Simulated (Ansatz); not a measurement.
# Rh: the cost of one run

Program: Ansatz 0.2.0. Level of theory: DFT PBE, scalar-relativistic, plane waves, PAW. These are calculated values, not measurements.

The COD entry's cell or inner coordinates are ideal or old and differ from later refinements, so a difference from it is no clean test against experiment.

3 further runs of the same task are left out: 3 set aside as unsound or not needed.

### Step 1. The starting structure

It takes space group Fm-3m (No. 225, cubic). The conventional cell has a = 3.871 Å, b = 3.871 Å, c = 3.871 Å, α = 90.00°, β = 90.00°, γ = 90.00°. Ir (site symmetry m-3m) has 12 Ir at 2.74 Å as nearest neighbours.

Structure file:

```cif
data_structure
_symmetry_space_group_name_H-M 'P 1'
_symmetry_Int_Tables_number 1
_cell_length_a 2.7370
_cell_length_b 2.7370
_cell_length_c 2.7370
_cell_angle_alpha 60.000
_cell_angle_beta 60.000
_cell_angle_gamma 60.000
_cell_volume 14.50
loop_
_atom_site_label
_atom_site_type_symbol
_atom_site_fract_x
_atom_site_fract_y
_atom_site_fract_z
_atom_site_occupancy
Ir1 Ir 0.00000 0.00000 0.00000 1
```

This cell was relaxed beforehand with the same method: volume 14.50 Å³/atom, gap on the mesh none (metal).

### Step 2. The second end member

Rh is put into the same structure and relaxed.

The cell holds 1 Rh: a = 2.712 Å, b = 2.712 Å, c = 2.712 Å, α = 60.00°, β = 60.00°, γ = 60.00°.

### Step 3. A first look at the start (Rh)

File input.yaml:

```yaml
crystal:
  lattice:
    - [0.0, 1.9173976656, 1.9173976656]
    - [1.9173976656, 0.0, 1.9173976656]
    - [1.9173976656, 1.9173976656, 0.0]
  atoms:
    - { symbol: Rh, position: [0.0, 0.0, 0.0] }
basis:
  ecutwfc: 420
kpoints:
  mp_grid: { grid: [8, 8, 8] }
hamiltonian:
  xc: pbe
scf:
  occupations: { method: gaussian, width: 0.1 }
output:
  forces: true
  stress: true
  eigenvalues: true
```

Run with:

```console
> ansatz run input.yaml --threads 2 --pin off --max-ram 5120MiB --backend cpu --events-out ev --progress --plain --runs-dir out
```

**Question.** How long does this run take on 2 threads of Intel Xeon at 2.50GHz (Skylake/Cascade Lake), shared host, and how much memory does it need?

About 1 s, with a peak of 0.28 GiB.
